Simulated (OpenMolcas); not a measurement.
# Pd⁴⁺ among point charges: CASSCF and CASPT2 levels and susceptibility

Aim: the splitting of the states of Pd⁴⁺ in the field of 6 point charges, its lowest levels with spin-orbit coupling and its magnetic susceptibility.

The numbers are computed with OpenMolcas 26.06 (state-averaged CASSCF and CASPT2, spin-orbit coupling by RASSI with atomic mean-field integrals), except any that are marked as measured or tabulated.

## Step 1: The atom as given

```
Species                           : Pd⁴⁺ (palladium, Z = 46, 42 electrons)
Basis                             : ANO-RCC-VDZP [6s5p3d1f], 43 functions
Scalar Hamiltonian                : DKH2, point nucleus
Inactive shells                   : 1s 2s 2p 3s 3p 3d 4s 4p
Active space                      : 6 electrons in 5 orbitals (4d)
Some configurations of this space : 4d⁶
Orbitals                          : optimised for each spin and parity, averaged over all roots
```

Outer shells as boxes (Hund's rule):

4d6
```
4d [↑↓][↑ ][↑ ][↑ ][↑ ]
```

The ion sits among 6 point charges of -1 e arranged as a tetragonal octahedron (D4h), 1.85 Å from the ion, with the axial distance 1.794 Å.

The work runs as a chain of OpenMolcas steps in one folder; each step below is one input file. Labels, J, g values, rates, χT and fits are worked out afterwards by a script from the matrices that RASSI stores. The input lists half of the charges; inversion (Group=XYZ) makes the rest.

## Step 2: GATEWAY and SEWARD: basis and integrals

Input file a.inp:

```
&GATEWAY
Coord
1

Pd 0.0 0.0 0.0
Basis=ANO-RCC-VDZP
Group=XYZ
NoMove
AngMom=0.0 0.0 0.0
AMFI
XField
3 Angstrom 0
1.850000 0.000000 0.000000 -1.000000
0.000000 1.850000 0.000000 -1.000000
0.000000 0.000000 1.794500 -1.000000
&SEWARD
```

On the command line:

```bash
$ OMP_NUM_THREADS=1 MOLCAS_MEM=1689 MOLCAS_PROJECT=a pymolcas a.inp > a.log
```

## Step 3: CASSCF: quintets of even parity, 5 roots

Input file a.inp:

```
&RASSCF
FileOrb=start.orb
Symmetry=1
Spin=5
nActEl=6 0 0
Inactive=9 9
Ras2=5 0
CIRoot=5 5 1
SDav=5
CIMx=300
Iter=120 100
PrWF=0.3
OrbListing=Nothing
MaxOrb=0
>>> COPY $Project.JobIph JOB001
```

start.orb holds the contracted functions of the basis, ordered by shell, or the orbitals of the step before.

## Step 4: Reference wave functions, triplets of even parity, 45 roots

Input file a.inp:

```
&RASSCF
FileOrb=start.orb
Symmetry=1
Spin=3
nActEl=6 0 0
Inactive=9 9
Ras2=5 0
CIRoot=45 45 1
SDav=45
CIMx=300
Iter=120 100
PrWF=0.3
OrbListing=Nothing
MaxOrb=0
>>> COPY $Project.JobIph JOB002
```

## Step 5: CASSCF: singlets of even parity, 50 roots

Input file a.inp:

```
&RASSCF
FileOrb=start.orb
Symmetry=1
Spin=1
nActEl=6 0 0
Inactive=9 9
Ras2=5 0
CIRoot=50 50 1
SDav=50
CIMx=300
Iter=120 100
PrWF=0.3
OrbListing=Nothing
MaxOrb=0
>>> COPY $Project.JobIph JOB003
```

## Step 6: State interaction with spin-orbit coupling

Input file a.inp:

```
&RASSI
NrOfJobIphs=3 5 45 50
1 2 3 4 5
1 2 3 4 5 6 7 8 9 10 11 12 13 14 15 16 17 18 19 20 21 22 23 24 25 26 27
28 29 30 31 32 33 34 35 36 37 38 39 40 41 42 43 44 45
1 2 3 4 5 6 7 8 9 10 11 12 13 14 15 16 17 18 19 20 21 22 23 24 25 26 27
28 29 30 31 32 33 34 35 36 37 38 39 40 41 42 43 44 45 46 47 48 49 50
IphNames
JOB001
JOB002
JOB003
EJob
SpinOrbit
DIPRint=1.0
SOCoupling=1000.0
Subsets=2
Property=9
'ANGMOM' 1 'ANGMOM' 2 'ANGMOM' 3 'MLTPL  1' 1 'MLTPL  1' 2 'MLTPL  1' 3
'AMFI' 1 'AMFI' 2 'AMFI' 3
SOProperty=3
'ANGMOM' 1 'ANGMOM' 2 'ANGMOM' 3
```

## Step 7: CASPT2: IPEA 0.25, imaginary shift 0.1 (closed shells correlated: 4s 4p)

Input file a.inp:

```
>>> COPY JOB001 $Project.JobIph
&CASPT2
Multistate=5 1 2 3 4 5
NoMult
Frozen=8 6
IPEA=0.25
Imaginary=0.1
MaxIter=60
WThr=0.0 0.3 0.05
PrWF=0.5
NoMix
>>> COPY JOB002 $Project.JobIph
&CASPT2
Multistate=45 1 2 3 4 5 6 7 8 9 10 11 12 13 14 15 16 17 18 19 20 21 22
23 24 25 26 27 28 29 30 31 32 33 34 35 36 37 38 39 40 41 42 43 44 45
NoMult
Frozen=8 6
IPEA=0.25
Imaginary=0.1
MaxIter=60
WThr=0.0 0.3 0.05
PrWF=0.5
NoMix
>>> COPY JOB003 $Project.JobIph
&CASPT2
Multistate=50 1 2 3 4 5 6 7 8 9 10 11 12 13 14 15 16 17 18 19 20 21 22
23 24 25 26 27 28 29 30 31 32 33 34 35 36 37 38 39 40 41 42 43 44 45 46
47 48 49 50
NoMult
Frozen=8 6
IPEA=0.25
Imaginary=0.1
MaxIter=60
WThr=0.0 0.3 0.05
PrWF=0.5
NoMix
```

(Steps that only read results are left out.)

Q: Predict the outcome of this session. Wanted: spin-free ground state; first state of the same spin within the active space; lowest level; next level.

As calculated:

| quantity | value |
| --- | --- |
| method | SS-CASPT2, IPEA 0.25, imaginary shift 0.1 (closed shells correlated: 4s 4p) |
| spin-free ground state | 5B2, 1-fold in its orbital part |
| first state of the same spin within the active space | 5E at 552 cm⁻¹ |
| lowest level | 2-fold E, g = 0.00, 0.00, 6.91 |
| next level | 22.8 cm⁻¹ |
| χT at 300 K | 4.50 cm³ K/mol |
| effective moment at 300 K | 6.00 μB |

Cost by method:

| method | time of its own steps | time with the reference |
| --- | --- | --- |
| A. CASSCF | 74 s | 74 s |
| B. SS-CASPT2, IPEA 0.25, imaginary shift 0.1, +4s 4p | 17 s | 91 s |

Times are of one thread on a shared host.

The spin-free ground state (5B2) comes to 100 % from free-ion D terms and keeps the highest spin of the shell. χT at 300 K is 4.50, against 3.01 cm³ K/mol for the spin alone, so orbital moment adds to it. An active space of the d shell alone favours high spin; real ions in strong fields can be low spin. The field of point charges can differ much from that of real complexes. With metal d orbitals alone active, the gaps between spin states are rough; where two lie within a few thousand cm-1, their order is open. This is an electrostatic model: the charges have no orbitals.
